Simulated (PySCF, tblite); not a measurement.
# C7H7BF2: geometry, infrared bands and NMR shifts

What infrared bands and NMR shifts should C7H7BF2 (`FB(F)C1=CC2(C=C1)CC2`) show?

The runs use tblite 0.8.0 and PySCF 2.14.0, with density-fitted response routines of our own; the level of theory stands in each step. All values are computed, except where a source is named. Atoms count from 0, in the outputs and in this text.

## Step 1: Starting geometry

17 atoms, charge 0, multiplicity 1; geometry from: force field or distance geometry start.

Bonds of the start (Å): F0–B1 1.44, B1–F2 1.46, B1–C3 1.56, C3–C4 1.34, C4–C5 1.49, C5–C6 1.49, C6–C7 1.33, C5–C8 1.51, C8–C9 1.53, C7–C3 1.46, C9–C5 1.52, C4–H10 1.08, C6–H11 1.08, C7–H12 1.07, C8–H13 1.11, C8–H14 1.12, C9–H15 1.12, C9–H16 1.11.

## Step 2: Relaxing the molecule with GFN2-xTB

Job settings and geometry (Å):

```
{"job": {"kind": "relax", "xc": "GFN2-xTB", "basis": "xTB"}, "charge": 0, "multiplicity": 1}
F      3.826400     1.300300    -0.197500
B      2.941300     0.324100     0.393700
F      3.492000    -0.628300     1.360200
C      1.429100     0.288200     0.014200
C      0.546100    -0.589000     0.513500
C     -0.753100    -0.268900    -0.139600
C     -0.504300     0.873600    -1.056300
C      0.786400     1.187500    -0.936600
C     -1.909300    -1.227700    -0.242400
C     -1.931300    -0.112500     0.810500
H      0.748400    -1.389600     1.204900
H     -1.219700     1.342200    -1.714500
H      1.264800     1.972400    -1.487700
H     -1.710000    -2.239600     0.159400
H     -2.580600    -1.035000    -1.114000
H     -1.787800    -0.489900     1.853100
H     -2.645200     0.704500     0.569100
```

Run with:

```
OMP_NUM_THREADS=1 python probes_run.py task.json out
```

One launch serves the whole session: the jobs run in the order shown.

**Question.** This job is followed by: GFN2-xTB harmonic vibrations, gas phase; GIAO PBE0/pcSseg-1 NMR shielding, non-relativistic, gas phase. What will the session give for the following? strongest single infrared mode (GFN2-xTB); zero-point energy (GFN2-xTB); ¹³C shifts against TMS (PBE0/pcSseg-1, means over atoms taken as alike); ¹H shifts against TMS (PBE0/pcSseg-1, means over atoms taken as alike); ¹⁹F shifts against CFCl3 (PBE0/pcSseg-1, means over atoms taken as alike); ¹¹B shifts against BF3·OEt2 (PBE0/pcSseg-1); surface potential, 1st and 99th percentile.

The runs gave:

| quantity | value |
| --- | --- |
| strongest single infrared mode (GFN2-xTB) | 1238 cm⁻¹, 305 km/mol |
| zero-point energy (GFN2-xTB) | 77.7 kcal/mol |
| ¹³C shifts against TMS (PBE0/pcSseg-1, means over atoms taken as alike) | 173.1, 146.4, 139.5, 137.5, 44.8, 18.3 ppm |
| ¹H shifts against TMS (PBE0/pcSseg-1, means over atoms taken as alike) | 7.42, 6.99, 6.32, 1.79, 1.79 ppm |
| ¹⁹F shifts against CFCl3 (PBE0/pcSseg-1, means over atoms taken as alike) | -90.9 ppm |
| ¹¹B shifts against BF3·OEt2 (PBE0/pcSseg-1) | 22.1 ppm |
| surface potential, 1st and 99th percentile | -0.99 V and 1.16 V |

What this shows: Over 58 steps the energy fell by 0.969 eV; of the close pairs, B1–F2 changed most, 1.464 to 1.325 Å. All 45 modes are real, so the xTB geometry is a minimum. The strongest single mode, at 1238 cm⁻¹, moves mainly B1. GFN2-xTB is a fitted tight-binding method: band positions and strengths are rough. Its intensities can rank the bands wrongly. At PBE0/pcSseg-1: Shielding is most anisotropic at F0, F2 (span 266 ppm, paramagnetic term -206 ppm). By nearest atom (PBE0/pcSseg-1), the HOMO sits on C6 30 %; C4 24 % and the LUMO on C4 27 %; B1 14 %.
